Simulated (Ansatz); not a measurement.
From input file to script: KRb2MoF6, space group Fm-3m in Ansatz 0.2.0.

```yaml
crystal:
  lattice:
    - [0.0, 4.4555, 4.4555]
    - [4.4555, 0.0, 4.4555]
    - [4.4555, 4.4555, 0.0]
  atoms:
    - { symbol: K, position: [0.5, 0.5, 0.5] }
    - { symbol: Rb, position: [0.25, 0.25, 0.25] }
    - { symbol: Rb, position: [0.75, 0.75, 0.75] }
    - { symbol: Mo, position: [0.0, 0.0, 0.0] }
    - { symbol: F, position: [0.773, 0.227, 0.227] }
    - { symbol: F, position: [0.227, 0.773, 0.227] }
    - { symbol: F, position: [0.227, 0.773, 0.773] }
    - { symbol: F, position: [0.773, 0.227, 0.773] }
    - { symbol: F, position: [0.227, 0.227, 0.773] }
    - { symbol: F, position: [0.773, 0.773, 0.227] }
kpoints:
  mp_grid: { kspacing: 0.3 }
hamiltonian:
  xc: lda
scf:
  occupations: { method: cold, width: 0.15 }
output:
  stress: true
  eigenvalues: true
```

Launched from the shell:
```console
$ ansatz run input.yaml --threads 1 --pin off --max-ram 3072MiB --backend cpu --events-out ev --progress --plain --runs-dir out
Engine: ansatz 0.2.0, aarch64-unknown-linux-gnu
Pseudopotentials: kind: paw
Pseudopotential: K, paw, valence charge 9, recommended cutoff 420 eV (normal), K.paw.azcp
Pseudopotential: Rb, paw, valence charge 9, recommended cutoff 420 eV (normal), Rb.paw.azcp
Pseudopotential: Mo, paw, valence charge 14, recommended cutoff 420 eV (normal), Mo.paw.azcp
Pseudopotential: F, paw, valence charge 7, recommended cutoff 420 eV (normal), F.paw.azcp
Functional definition: SPW92
  exchange = slater_x
  correlation = pw_c
Crystal: 10 atoms, lattice volume = 176.897 Å³
Basis set: ecut = 420 eV, 3479 PW (Γ)
Bands: 52, of which v1, the nominal top of the filled ones, is band 42 counted from 1 (41 counted from 0)
Symmetry: 48 space group operations
Space group: Fm-3m (ITA 225), of the structure as read, at distance tolerance 5.6e-5 Å
k-points: 10 of 125
Non-local potential: K, projectors of the file, l = 0: 3, l = 1: 2, l = 2: 2
Non-local potential: Rb, projectors of the file, l = 0: 3, l = 1: 2, l = 2: 2
Non-local potential: Mo, projectors of the file, l = 0: 3, l = 1: 2, l = 2: 2, l = 3: 1
Non-local potential: F, projectors of the file, l = 0: 2, l = 1: 2, l = 2: 1
PAW form: soft (Blöchl's): semilocal exchange-correlation on the pseudo side does not see the compensation charge
PAW frozen core: K, regenerated for the run's functional, and the local potential with it (the file was generated under x = pbe(κ = 0.804, μ = 0.2195149727645171), c = pbe(β = 0.06672455060314922))
PAW frozen core: Rb, regenerated for the run's functional, and the local potential with it (the file was generated under x = pbe(κ = 0.804, μ = 0.2195149727645171), c = pbe(β = 0.06672455060314922))
PAW frozen core: Mo, regenerated for the run's functional, and the local potential with it (the file was generated under x = pbe(κ = 0.804, μ = 0.2195149727645171), c = pbe(β = 0.06672455060314922))
PAW frozen core: F, regenerated for the run's functional, and the local potential with it (the file was generated under x = pbe(κ = 0.804, μ = 0.2195149727645171), c = pbe(β = 0.06672455060314922))
PAW one-centre angular grid: K, 110 points (default); XC on 64 Gauss nodes
PAW one-centre angular grid: Rb, 110 points (default); XC on 64 Gauss nodes
PAW one-centre angular grid: Mo, 590 points (default); XC on 64 Gauss nodes
PAW one-centre angular grid: F, 110 points (default); XC on 64 Gauss nodes
Initial density: superposition of atomic densities (neutral atoms: chi_scale 0, normalization atom), corrected by the library's trained network
Initial wavefunctions: pseudopotential atomic-orbital guess
Functional: x = slater, c = lda
SCF iter   1: F=—  HF=-17451.401820 eV  |F-HF|=—  |Δ(HF+E_count)|=         —  Δρ=1.64e-2  dr2=3.39e-1  ethr=1.77e-3  ⟨swp⟩=7.9  Hψ=2133  notcnv=0
preconditioner: auto → LDOS  [metal: Δε(μ)=0.025 eV  Ē_g=11.568 eV  σ=0.150 eV  W_gap=0.12  n_scr=50 (ndim 8)  ℏωp=21.1 eV  f_vac=0.108  D(μ)=25.86/eV (n_scr^D=410)  β→1.0]
SCF iter   2: F=—  HF=-17451.316725 eV  |F-HF|=—  |Δ(HF+E_count)|=   8.51e-2  S|Δr|=    0.00e0  Δρ=5.51e-3  dr2=3.30e-2  ethr=4.08e-4  ⟨swp⟩=2.0  Hψ=863  notcnv=0  defer=28
SCF iter   3: F=—  HF=-17451.315171 eV  |F-HF|=—  |Δ(HF+E_count)|=   1.55e-3  S|Δr|=    0.00e0  Δρ=3.76e-3  dr2=2.35e-2  ethr=3.98e-5  ⟨swp⟩=2.1  Hψ=865  notcnv=0  defer=28
SCF iter   4: F=—  HF=-17451.312488 eV  |F-HF|=—  |Δ(HF+E_count)|=   2.68e-3  S|Δr|=    0.00e0  Δρ=1.87e-3  dr2=1.14e-2  ethr=2.83e-5  ⟨swp⟩=2.4  Hψ=745  notcnv=0  defer=28
SCF iter   5: F=—  HF=-17451.311716 eV  |F-HF|=—  |Δ(HF+E_count)|=   7.72e-4  S|Δr|=    0.00e0  Δρ=1.62e-3  dr2=8.61e-3  ethr=1.38e-5  ⟨swp⟩=1.0  Hψ=489  notcnv=0  defer=28
SCF iter   6: F=—  HF=-17451.310006 eV  |F-HF|=—  |Δ(HF+E_count)|=   1.71e-3  S|Δr|=    0.00e0  Δρ=1.07e-3  dr2=2.45e-3  ethr=1.04e-5  ⟨swp⟩=2.0  Hψ=735  notcnv=0  defer=28
SCF iter   7: F=—  HF=-17451.309338 eV  |F-HF|=—  |Δ(HF+E_count)|=   6.68e-4  S|Δr|=    0.00e0  Δρ=1.10e-4  dr2=1.70e-5  ethr=2.95e-6  ⟨swp⟩=2.0  Hψ=879  notcnv=0  defer=28
SCF iter   8: F=—  HF=-17451.309516 eV  |F-HF|=—  |Δ(HF+E_count)|=   1.78e-4  S|Δr|=    0.00e0  Δρ=1.26e-5  dr2=1.22e-7  ethr=2.05e-8  ⟨swp⟩=2.0  Hψ=707  notcnv=0  defer=26
SCF iter   9: F=-17451.309516 eV  HF=-17451.309516 eV  |F-HF|=2.52e-9  |Δ(HF+E_count)|=   6.56e-8  S|Δr|=    0.00e0  Δρ=2.38e-6  dr2=5.61e-9  ethr=1.20e-10  ⟨swp⟩=10.9  Hψ=2463  notcnv=0
SCF 1 converged in 9 iterations: F = -17451.309516 eV  dr2 = 5.61e-9
  greatest PAW one-centre occupation: 0.999 electrons in one spin orbital (limit 2), on the Mo atom at site 3 (counted from 0), in its partial waves of l = 0
SCF converged after 9 iterations
Stability not checked: this state was not tested for a lower state beside it, because cold or Methfessel-Paxton smearing, or corrected tetrahedra, fill the levels in a way that the test cannot read (fill_not_monotonic; see scf.lower_state_search)
Free energy (F): -17451.309516 eV
Harris-Foulkes:  -17451.309516 eV  (|F-HF|=2.52e-9)
Internal energy: -17451.186899 eV  (E = F + TS)
E sigma→0 (E₀):  -17451.268644 eV
Entropy (-TS):   -0.122618 eV (-12.262 meV/atom)
Fermi energy:    7.668960 eV
--- Per-component energies (eV) ---
  E_band       = -665.085720
  E_kinetic    = 2312.860302
  E_local      = -7188.337544  (includes V_loc(G=0)·N_el)
  E_nonlocal   = 974.703219
  E_hartree    = 2582.086394
  E_xc         = -1040.205155
  E_vxc        = -1269.102749  (∫ρ·V_xc dr)
  E_paw        = -10004.276894  (= ΣΔE_a)
  E_vpaw       = -659.393669  (= ΣTr[D̂ρ^β])
  E_aug_tail   = 0.012260  (compensation charges beyond the density's cutoff)
  E_ewald      = -5089.981827
  E_core_change = 1.952345  (= ΣΔE_core)
  E_smearing   = -0.122618  (= −TS)
  E_closure    = 0.000000  (closes the sum)
  Σ components = -17451.309516   (vs F -17451.309516, Δ=0.00e0)
--- Stress (GPa, compression-positive) ---
       -1.904237      -0.000000       0.000000
       -0.000000      -1.904237      -0.000000
        0.000000       0.000000      -1.904237
  P = ⅓ Tr σ = -1.9042 GPa (-19.042 kbar)
--- Band table (eV; the first three rows and the last of 10) ---
  k-point 0: bands = ["-54.4041", "-28.7167", "-28.7167", "-28.7167", "-22.6027", "-20.7980", "-20.7626", "-17.3898", "-17.2665", "-17.2665", "-17.0129", "-17.0129", "-17.0129", "-6.4378", "-6.4378", "-6.4378", "-5.0675", "-5.0675", "-5.0675", "-4.8449", "-4.8449", "-4.8449", "-0.6122", "-0.6122", "-0.5176", "0.1092", "0.1092", "0.1092", "0.7459", "0.7459", "0.7459", "1.2098", "1.2098", "1.2098", "1.4028", "1.4028", "1.4028", "1.6862", "1.6862", "1.6862", "7.5417", "7.5417", "7.5417", "8.2124", "10.2155", "10.2155", "11.2995", "11.2995", "11.5794", "11.5794", "11.5794", "12.7293"]
  k-point 1: bands = ["-54.4041", "-28.7168", "-28.7167", "-28.7167", "-22.6016", "-20.7938", "-20.7650", "-17.4153", "-17.2791", "-17.2791", "-16.9998", "-16.9998", "-16.9936", "-6.4476", "-6.4476", "-6.4446", "-5.0363", "-5.0363", "-5.0022", "-4.8557", "-4.8557", "-4.8414", "-0.5141", "-0.5141", "-0.3962", "0.0447", "0.1168", "0.1168", "0.6229", "0.6967", "0.6967", "1.1478", "1.1478", "1.2355", "1.2380", "1.3411", "1.3411", "1.6406", "1.6406", "1.6553", "7.5831", "7.5831", "7.5834", "8.6371", "10.3739", "10.3739", "11.3979", "11.3979", "11.5392", "11.8228", "11.8228", "12.3591"]
  k-point 2: bands = ["-54.4041", "-28.7169", "-28.7167", "-28.7167", "-22.5998", "-20.7835", "-20.7724", "-17.4526", "-17.2972", "-17.2972", "-16.9808", "-16.9808", "-16.9662", "-6.4633", "-6.4633", "-6.4551", "-4.9642", "-4.9642", "-4.8944", "-4.8944", "-4.8895", "-4.8386", "-0.3160", "-0.3160", "-0.1327", "-0.0320", "0.1317", "0.1317", "0.3662", "0.5684", "0.5684", "0.9383", "1.0385", "1.0385", "1.2634", "1.2634", "1.2956", "1.5640", "1.5640", "1.5933", "7.6476", "7.6478", "7.6478", "9.6718", "10.6238", "10.6238", "10.8638", "11.8099", "11.8099", "12.2207", "12.2207", "12.3592"]
  k-point 9: bands = ["-54.4041", "-28.7168", "-28.7168", "-28.7167", "-22.6000", "-20.7799", "-20.7740", "-17.4456", "-17.2874", "-17.2634", "-17.0150", "-16.9973", "-16.9782", "-6.4625", "-6.4336", "-6.4269", "-4.9650", "-4.9278", "-4.9214", "-4.8770", "-4.8249", "-4.8125", "-0.6483", "-0.4602", "-0.1982", "-0.1084", "0.0241", "0.1616", "0.4834", "0.6307", "0.6711", "1.0681", "1.1203", "1.1354", "1.1893", "1.2355", "1.2969", "1.4206", "1.5280", "1.6051", "7.6279", "7.6756", "7.7129", "10.1388", "10.4359", "10.6637", "11.0612", "11.5371", "11.8612", "12.1375", "12.3077", "12.5899"]
```

Script `krb2mof6.py`:
```python
# -*- coding: utf-8 -*-
"""Single point of KRb2MoF6 through the engine session."""

import json

import ansatz as az
import numpy as np

deck = {
    "crystal": {
        "lattice": [[0.0, 4.4555, 4.4555], [4.4555, 0.0, 4.4555], [4.4555, 4.4555, 0.0]],
        "atoms": [
            {"symbol": "K", "position": [0.5, 0.5, 0.5]},
            {"symbol": "Rb", "position": [0.25, 0.25, 0.25]},
            {"symbol": "Rb", "position": [0.75, 0.75, 0.75]},
            {"symbol": "Mo", "position": [0.0, 0.0, 0.0]},
            {"symbol": "F", "position": [0.773, 0.227, 0.227]},
            {"symbol": "F", "position": [0.227, 0.773, 0.227]},
            {"symbol": "F", "position": [0.227, 0.773, 0.773]},
            {"symbol": "F", "position": [0.773, 0.227, 0.773]},
            {"symbol": "F", "position": [0.227, 0.227, 0.773]},
            {"symbol": "F", "position": [0.773, 0.773, 0.227]},
        ],
    },
    "kpoints": {"mp_grid": {"kspacing": 0.3}},
    "hamiltonian": {"xc": "lda"},
    "scf": {"occupations": {"method": "cold", "width": 0.15}},
    "output": {"stress": True, "eigenvalues": True},
}

out = az.Session.from_dict(deck).plan(threads=1).execute()
summary = out.report

n_atoms = len(summary["lattice"]["sites"])
print("F =", round(summary["free_energy_ev"], 4), "eV for", n_atoms, "atoms")
print("E(sigma -> 0) =", round(summary["energy_sigma0_ev"], 4), "eV, TS =", round(summary["entropy_ts_ev"], 5), "eV")
print("closed by", summary["closed_by"], "after", summary["n_iterations"], "iterations")

edges = summary.get("band_edges_ev")
if edges:
    print(f"band edges on the mesh: {edges[0]:.3f} and {edges[1]:.3f} eV, gap {edges[1] - edges[0]:.3f} eV")
else:
    print("no band edges reported (a metal, or a gap too narrow for this smearing); Fermi level", round(summary["fermi_energy_ev"], 3), "eV")

print("band  energy (eV)  occupation, at k =", summary["kpoints_frac"][0])
for band, (e, occ) in enumerate(zip(summary["eigenvalues_ev"][0], summary["occupations"][0]), start=1):
    print(f"{band:4d} {e:12.4f} {occ:9.4f}")

# pressure is a third of the trace
sigma = summary["stress_gpa"]
voigt = [sigma[0][0], sigma[1][1], sigma[2][2], sigma[1][2], sigma[0][2], sigma[0][1]]
print("stress xx yy zz yz xz xy (GPa, compression positive):", " ".join(f"{s:.3f}" for s in voigt))
print("P =", round(10 * float(np.mean(voigt[:3])), 2), "kbar")

print("doubts on the final state:", summary["published_state_doubts"] or "none")
print("warnings:", sorted({n["data"]["kind"] for n in out.notices if n["data"].get("severity") in ("warning", "doubt")}) or "none")

keep = ["free_energy_ev", "energy_sigma0_ev", "fermi_energy_ev", "n_iterations", "converged", "magnetization_mub", "n_kpoints"]
with open("krb2mof6.json", "w") as handle:
    json.dump({key: summary[key] for key in keep}, handle, indent=1)
```

```console
$ python krb2mof6.py
DeckWarning: basis.ecutwfc = 420 eV, auto-derived from the records' recommended cutoffs: set by K (normal level)
F = -17451.3095 eV for 10 atoms
E(sigma -> 0) = -17451.2686 eV, TS = 0.12262 eV
closed by deck_thresholds after 9 iterations
no band edges reported (a metal, or a gap too narrow for this smearing); Fermi level 7.669 eV
band  energy (eV)  occupation, at k = [0.0, 0.0, 0.0]
   1     -54.4041    2.0000
   2     -28.7167    2.0000
   3     -28.7167    2.0000
   4     -28.7167    2.0000
   5     -22.6027    2.0000
   6     -20.7980    2.0000
   7     -20.7626    2.0000
   8     -17.3898    2.0000
   9     -17.2665    2.0000
  10     -17.2665    2.0000
  11     -17.0129    2.0000
  12     -17.0129    2.0000
  13     -17.0129    2.0000
  14      -6.4378    2.0000
  15      -6.4378    2.0000
  16      -6.4378    2.0000
  17      -5.0675    2.0000
  18      -5.0675    2.0000
  19      -5.0675    2.0000
  20      -4.8449    2.0000
  21      -4.8449    2.0000
  22      -4.8449    2.0000
  23      -0.6122    2.0000
  24      -0.6122    2.0000
  25      -0.5176    2.0000
  26       0.1092    2.0000
  27       0.1092    2.0000
  28       0.1092    2.0000
  29       0.7459    2.0000
  30       0.7459    2.0000
  31       0.7459    2.0000
  32       1.2098    2.0000
  33       1.2098    2.0000
  34       1.2098    2.0000
  35       1.4028    2.0000
  36       1.4028    2.0000
  37       1.4028    2.0000
  38       1.6862    2.0000
  39       1.6862    2.0000
  40       1.6862    2.0000
  41       7.5417    1.9406
  42       7.5417    1.9406
  43       7.5417    1.9406
  44       8.2124    0.0000
  45      10.2155    0.0000
  46      10.2155    0.0000
  47      11.2995    0.0000
  48      11.2995    0.0000
  49      11.5794    0.0000
  50      11.5794    0.0000
  51      11.5794    0.0000
  52      12.7293    0.0000
stress xx yy zz yz xz xy (GPa, compression positive): -1.904 -1.904 -1.904 -0.000 0.000 -0.000
P = -19.04 kbar
doubts on the final state: none
warnings: none
```
(Warnings from the package without file and line, repeats left out.)

Reading the output:
- Absolute energies stand on the zero of these potentials, so only differences at equal settings mean something. A total without «per atom» is that of the cell as typed.
- The cell holds an odd number of electrons and is run without spin, so a magnetic state may lie lower.
- The computed bands are complete only to about 4.4 eV above the Fermi level.
- For a metal this k-point mesh is coarse: on a finer one energies can move by several to tens of meV an atom and pressures by half a GPa or more, differences at one mesh by less.
- An absolute Fermi energy rests on an arbitrary zero of the periodic potential and has no direct meaning.
- The starting cell is as deposited in a crystallographic database; the results hold for this polymorph, which needn't be the stable one.
- Gaps and levels are Kohn-Sham values on a finite set of k-points, without spin-orbit coupling.
- Timing: 4.9 s on 1 thread of Arm Neoverse V2, on a shared host, peak memory 0.5 GiB.

(A comment or docstring line of the script was reworded after the run, the code is as it ran; lines on the test bed's own set-up are left out of the output.)
